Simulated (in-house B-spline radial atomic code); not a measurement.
# Rb⁸⁺: ionisation energy by several methods

An exercise on one series of results from a longer session: the logs are not shown, and one member is left open.

Method: scalar-relativistic (X2C), several functionals, spin-polarised; spherical all-electron atom at the radial basis limit. Code: in-house B-spline radial atomic code version 1.

### The atom as given

```
element       : rubidium (Z = 37)
charge        : +8
electrons     : 29
configuration : [Ar] 3d10 4s1
nucleus       : Fermi, rms radius 4.204 fm
```

The outer shells:

[Ar] 3d10 4s1
```
[Ar] core
3d [↑↓][↑↓][↑↓][↑↓][↑↓]
4s [↑ ]
```

Where spins are not typed, each open shell is filled with up spins first.

The first run:

Settings, as recorded:

```ini
Z = 37
electrons = 29.0
configuration = [Ar] 3d10 4s1
hamiltonian = x2c
method = hse06
spin_polarised = True
nucleus = fermi
rms_radius = 4.2036
mass_number = 85
atomic_mass = 84.91178973604
speed_of_light = 137.035999084
```

Among the steps run: HSE06; Hartree-Fock; fractional-occupation HF; revTPSS; LC-ωPBE; exchange-only LDA; TPSS; PBE; TPSSh; M06-L.

One table of the session follows, with a row left open; its other results are not shown here.

```
                  method  ΔSCF (eV)
       exchange-only LDA     151.15
                     PBE     152.24
                 revTPSS     151.24
                    TPSS     151.52
                   M06-L     149.87
                   TPSSh     151.36
                   HSE06          ?
                 LC-ωPBE     152.09
            Hartree-Fock     149.49
fractional-occupation HF     149.49
```

**Question.** Estimate the row for HSE06.

**Answer.** ΔSCF (eV): 151.77. In the column «ΔSCF (eV)» it lies between TPSS (151.52) and LC-ωPBE (152.09).

Caveats from the session: Meta-GGA runs start from a PBE run whose iterations are not counted.
